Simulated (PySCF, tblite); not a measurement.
# C5H10NPS: geometry, infrared bands and NMR shifts

Wanted: the infrared bands and NMR shifts of C5H10NPS (`CC(C)[P@@H](=S)CC#N`), by calculation.

Programs: tblite 0.8.0 and PySCF 2.14.0, with density-fitted response routines of our own. Each step states its level of theory. These are calculated values for one molecule in the gas phase, unless marked as measured. Atoms are numbered from 0 throughout.

## 1. Starting geometry

18 atoms, charge 0, multiplicity 1; geometry from: force field or distance geometry start.

Bonds of the start (Å): C0–C1 1.52, C1–C2 1.49, C1–P3 1.80, P3–S4 1.70, P3–C5 1.81, C5–C6 1.48, C6–N7 1.18, C0–H8 1.10, C0–H9 1.11, C0–H10 1.11, C1–H11 1.14, C2–H12 1.11, C2–H13 1.12, C2–H14 1.12, P3–H15 1.44, C5–H16 1.11, C5–H17 1.08.

## 2. Optimising the geometry with GFN2-xTB

What the job is given:

```
{"job": {"kind": "relax", "xc": "GFN2-xTB", "basis": "xTB"}, "charge": 0, "multiplicity": 1}
C     -1.920000    -1.050200    -0.037900
C     -0.832200    -0.112000     0.473600
C     -1.264900     1.286000     0.193700
P      0.695000    -0.581200    -0.349100
S      0.441000    -0.804100    -2.019800
C      2.080000     0.532600    -0.023900
C      2.978500    -0.020400     1.020100
N      3.681000    -0.446200     1.867400
H     -2.910900    -0.731200     0.308900
H     -1.895000    -1.010200    -1.146200
H     -1.701800    -2.068800     0.332700
H     -0.763400    -0.233900     1.600400
H     -0.422300     1.992300     0.046800
H     -1.870800     1.318700    -0.747500
H     -1.872100     1.634900     1.064500
H      1.057400    -1.840400     0.249500
H      2.717900     0.612100    -0.934200
H      1.793800     1.528100     0.295200
```

Command:

```sh
OMP_NUM_THREADS=1 python probes_run.py task.json out
```

One launch serves the whole session: the jobs run in the order shown.

**Question.** This job is followed by: GFN2-xTB harmonic vibrations, gas phase; GIAO PBE0/pcSseg-1 NMR shielding, non-relativistic, gas phase. What will the session give for the following? strongest single infrared mode (GFN2-xTB); zero-point energy (GFN2-xTB); ¹³C shifts against TMS (PBE0/pcSseg-1); ¹H shifts against TMS (PBE0/pcSseg-1, means over atoms taken as alike); ³¹P shifts against H3PO4 (PBE0/pcSseg-1); ³³S shifts against CS2 (PBE0/pcSseg-1); ¹⁵N shifts against NH3 (PBE0/pcSseg-1).

As calculated:

| quantity | value |
| --- | --- |
| strongest single infrared mode (GFN2-xTB) | 2398 cm⁻¹, 283 km/mol |
| zero-point energy (GFN2-xTB) | 87.1 kcal/mol |
| ¹³C shifts against TMS (PBE0/pcSseg-1) | 118.2, 32.0, 22.8, 18.5, 12.7 ppm |
| ¹H shifts against TMS (PBE0/pcSseg-1, means over atoms taken as alike) | 6.96, 2.92, 2.62, 2.61, 1.29, 1.16 ppm |
| ³¹P shifts against H3PO4 (PBE0/pcSseg-1) | 12.4 ppm |
| ³³S shifts against CS2 (PBE0/pcSseg-1) | -300 ppm |
| ¹⁵N shifts against NH3 (PBE0/pcSseg-1) | 308.3 ppm |

**Reading.** Relaxing lowered the energy by 2.139 eV in 180 steps; the close pair that moved most is P3–S4, from 1.705 to 1.928 Å. All 48 modes are real, so the xTB geometry is a minimum. The strongest single mode, at 2398 cm⁻¹, moves mainly C6 and N7. GFN2-xTB is a fitted tight-binding method: band positions and strengths are rough. Its intensities can rank the bands wrongly. C6 (nitrile carbon) lies farthest downfield among carbon, at 118.2 ppm; C≡N carbons fall here, among the sp2 signals but without a proton. At PBE0/pcSseg-1: The largest span, 495 ppm, is at N7, where the paramagnetic term is -381 ppm.
